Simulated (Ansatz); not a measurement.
# CH3Ge: the cost of one run

Program: Ansatz 0.2.0, Gaussian basis. Level of theory: cc-pVTZ, core rule «outside noble gas», up to 15 orbitals frozen. These are calculated values, not measurements.

The runs, in order: UHF; CCSD(T) on RHF; CCSD(T) on UHF; BCCD(T) on RHF; CCSDT(Q) on RHF; CCSDT(Q) on UHF; CASSCF and NEVPT2, 10 electrons in 11 orbitals.

5 further runs of the same task are left out: 5 set aside as unsound or not needed.

## 1. What is computed

The geometry is a PBE0/def2-TZVP stationary point (not a proven minimum) of the parent state, kept for this charge and spin. No spin-orbit coupling is included. The filled d shell of Ge may be among the frozen orbitals whatever the setting's name suggests; the logs give the count.

5 atoms, charge 1, spin multiplicity 1.

Atoms are counted from 1 here; the program's logs count them from 0.

Bond lengths: Ge1–C2 1.885 Å, Ge1–H3 1.585 Å, C2–H4 1.090 Å, C2–H5 1.087 Å. Angles: C2–Ge1–H3 99.2°, Ge1–C2–H4 120.5°, Ge1–C2–H5 123.1°, H4–C2–H5 113.6°.

## 2. UHF

in.yaml

```yaml
crystal:
  periodic: [false, false, false]
  atoms:
    - {symbol: Ge, position_ang: [-0.010779, 0.032151, 0.310414]}
    - {symbol: C, position_ang: [0.050474, -0.062529, -1.571171]}
    - {symbol: H, position_ang: [0.350811, -1.472587, 0.652420]}
    - {symbol: H, position_ang: [-0.400886, -0.903724, -2.097076]}
    - {symbol: H, position_ang: [0.225451, 0.804390, -2.203997]}
basis:
  gaussian: {orbitals: cc-pVTZ}
total_charge: 1
magnetization: {spin_polarized: true, initial_magnetization: 0}
hamiltonian: {xc: hf}
output: {orbitals: {seedname: orbitals}}
```

The run is started by

```
> ansatz run in.yaml --threads 1 --pin off --events-out ev --progress --plain --max-ram 2816MiB --backend cpu
```

**Question.** How long does this run take on 1 thread of AMD EPYC 7R13, shared host, and how much memory does it need?

About 8.5 s, with a peak of 0.28 GiB.
